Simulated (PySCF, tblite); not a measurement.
**C₇H₁₂SSi: geometry, infrared bands and NMR shifts**

Aim: predict the infrared bands and NMR shifts of C₇H₁₂SSi (`C1=C(C2CCCC2)S[SiH2]1`).

The runs use tblite 0.8.0 and PySCF 2.14.0, with density-fitted response routines of our own; the level of theory stands in each step. All values are computed, except where a source is named. Atoms count from 0, in the outputs and in this text.

## (1) The starting structure

21 atoms, charge 0, multiplicity 1; geometry from: force field or distance geometry start.

Bonds of the start (Å): C0–C1 1.28, C1–C2 1.55, C2–C3 1.51, C3–C4 1.53, C4–C5 1.51, C5–C6 1.53, C1–S7 1.72, S7–Si8 2.04, Si8–C0 1.78, C6–C2 1.52, C0–H9 1.14, C2–H10 1.06, C3–H11 1.09, C3–H12 1.10, C4–H13 1.10, C4–H14 1.12, C5–H15 1.10, C5–H16 1.11, C6–H17 1.10, C6–H18 1.10, Si8–H19 1.48, Si8–H20 1.50.

## (2) Relaxing the molecule with GFN2-xTB

Job settings and geometry (Å):

```
{"job": {"kind": "relax", "xc": "GFN2-xTB", "basis": "xTB"}, "charge": 0, "multiplicity": 1}
C      2.333600    -0.675800     0.661100
C      1.267000    -0.271700     0.073700
C     -0.191100    -0.246300     0.589600
C     -1.064200    -0.854000    -0.480600
C     -2.382700    -0.096300    -0.341900
C     -2.181100     0.926600     0.747900
C     -0.684200     1.193600     0.569300
S      1.851600     0.252900    -1.461000
Si     3.579300    -0.383300    -0.572500
H      2.468100    -1.111500     1.710300
H     -0.209500    -0.679200     1.553900
H     -0.680200    -0.685100    -1.485300
H     -1.278700    -1.900900    -0.216100
H     -3.201500    -0.764300    -0.032800
H     -2.565400     0.427000    -1.310000
H     -2.776300     1.845400     0.618900
H     -2.269100     0.506000     1.771800
H     -0.593000     1.632500    -0.438800
H     -0.248300     1.817800     1.367500
H      4.283600    -1.570000    -1.103500
H      4.533400     0.653700    -0.067200
```

On the command line:

```bash
OMP_NUM_THREADS=1 python probes_run.py task.json out
```

The driver reads the jobs from task.json and runs them one after another.

**Question.** This job is followed by: GFN2-xTB harmonic vibrations, gas phase; GIAO PBE0/pcSseg-1 NMR shielding, non-relativistic, gas phase. Predict these results of the whole session: strongest single infrared mode (GFN2-xTB); zero-point energy (GFN2-xTB); ¹³C shifts against TMS (PBE0/pcSseg-1, means over atoms taken as alike); ¹H shifts against TMS (PBE0/pcSseg-1, means over atoms taken as alike); ³³S shifts against CS2 (PBE0/pcSseg-1); ²⁹Si shifts against TMS (PBE0/pcSseg-1).

**Answer**, as computed:

| quantity | value |
| --- | --- |
| strongest single infrared mode (GFN2-xTB) | 2334 cm⁻¹, 376 km/mol |
| zero-point energy (GFN2-xTB) | 105.8 kcal/mol |
| ¹³C shifts against TMS (PBE0/pcSseg-1, means over atoms taken as alike) | 189.4, 115.4, 54.8, 35.7, 28.8 ppm |
| ¹H shifts against TMS (PBE0/pcSseg-1, means over atoms taken as alike) | 5.32, 5.25, 2.72, 2.06, 1.88, 1.79, 1.73 ppm |
| ³³S shifts against CS2 (PBE0/pcSseg-1) | -66 ppm |
| ²⁹Si shifts against TMS (PBE0/pcSseg-1) | -40.9 ppm |

**Reading.** Over 54 steps the energy fell by 1.258 eV; of the close pairs, S7–Si8 changed most, 2.044 to 2.210 Å. No mode is imaginary among the 57: a minimum at this level. The strongest single mode, at 2334 cm⁻¹, moves mainly H19 and H20. GFN2-xTB is a fitted tight-binding method: band positions and strengths are rough. Its intensities can rank the bands wrongly. The most deshielded hydrogen is H9 (hydrogen on an alkene CH), at 5.32 ppm: a vinylic proton, deshielded by the sp2 carbon and the C=C anisotropy. At PBE0/pcSseg-1: The widest tensor belongs to S7: span 477 ppm, with a paramagnetic part of -489 ppm.
